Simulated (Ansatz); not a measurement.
Crystal: Ta3Ru.

```
CELL_PARAMETERS angstrom
1.66909 -2.34231 0.00000
1.66909 2.34231 0.00000
0.00000 0.00000 8.81420
ATOMIC_POSITIONS crystal
Ta 0.50000 0.50000 0.23612
Ta 0.00000 0.00000 0.50000
Ta 0.50000 0.50000 0.76388
Ru 0.00000 0.00000 0.00000
```

The cell comes from a database or a generator and needn't be the stable form of this composition.

Base run:

| Property | Result |
| --- | --- |
| Program | Ansatz 0.2.0 |
| Functional | PBEsol |
| Potentials or basis | all-electron LAPW, scalar-relativistic |
| Cutoff | 272 eV |
| Density cutoff | 1088 eV |
| Basis error allowed | 0.002 eV/atom |
| k mesh | 10 × 10 × 3 |
| Occupations | fermi-dirac, width 0.05 eV |
| Spin | no spin polarisation |

Its results: pressure -8.4 GPa; largest force 0.108 eV/Å.

Question: The run is repeated on the same cell with these changes: functional from PBEsol to LDA. What comes out?

Answer: Pressure -13.5 GPa; largest force 0.132 eV/Å.

LDA binds more tightly than PBEsol, so the same cell stands under less pressure.

Not every run made on this cell is shown here.
